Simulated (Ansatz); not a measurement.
# CH3F2In: an energy map over angle H5–C2–In4 and angle H6–In4–C2

Method: RKS PBE0-D4/def2-TZVP; program: Ansatz 0.2.0.

### 1 Where the work starts

SMILES `F[CH](F)[InH2]`, 7 atoms, charge 0, spin multiplicity 1.

Atoms are counted from 1 here; the program's logs count them from 0.

Bond lengths: F1–C2 1.379 Å, C2–F3 1.375 Å, C2–In4 2.247 Å, C2–H5 1.117 Å, In4–H6 1.748 Å, In4–H7 1.747 Å. Angles: F1–C2–F3 107.9°, F1–C2–In4 108.1°, F1–C2–H5 107.3°, F3–C2–In4 110.0°, F3–C2–H5 107.3°, In4–C2–H5 115.9°, C2–In4–H6 118.4°, C2–In4–H7 118.5°, H6–In4–H7 123.1°.

Coordinates:

```xyz
7

F    -0.1464   -1.3101    1.3927
C     0.6340   -0.4910    0.6044
F     1.4423   -1.2921   -0.1674
In   -0.7282    0.7188   -0.7101
H     1.2980    0.0927    1.2870
H    -2.1812    1.3900   -0.0067
H    -0.3186    0.8916   -2.4000
```

This geometry comes from a loose relaxation at PBE in a small basis, which is not shown.

### 3 The grid

The axes are (1) angle H5–C2–In4: 7 values from 72 to 162 °; (2) angle H6–In4–C2: 7 values from 93.9 to 143.9 °.

Nothing else is relaxed (all other coordinates rigid). Energies count from the relaxed molecule at the same level. Points are written as (first, second).

(The set-up runs are not shown.)

### 4 Point (87°, 118.9°)

input.yaml

```yaml
crystal:
  periodic: [false, false, false]
  atoms:
    - { symbol: F, position_ang: [0.092087, -1.779592, 0.691143] }
    - { symbol: C, position_ang: [0.571385, -0.496478, 0.620384] }
    - { symbol: F, position_ang: [1.825001, -0.56725, 0.069217] }
    - { symbol: In, position_ang: [-0.745646, 0.71147, -0.688412] }
    - { symbol: H, position_ang: [0.350753, 0.22497, 1.414472] }
    - { symbol: H, position_ang: [-1.5056, 2.114527, -0.038106] }
    - { symbol: H, position_ang: [-0.938869, 0.170402, -2.30763] }
basis:
  gaussian: { orbitals: def2-TZVP }
hamiltonian:
  xc: pbe0
  dispersion: d4
output:
  forces: true
```

Started as:

```bash
$ ansatz run input.yaml --threads 1 --pin off --max-ram 2560MiB --backend cpu --events-out ev --progress --plain --runs-dir out
```

What time and memory should one allow on 1 thread of Arm Neoverse V1, shared host?

About 7.7 s, with a peak of 0.32 GiB.
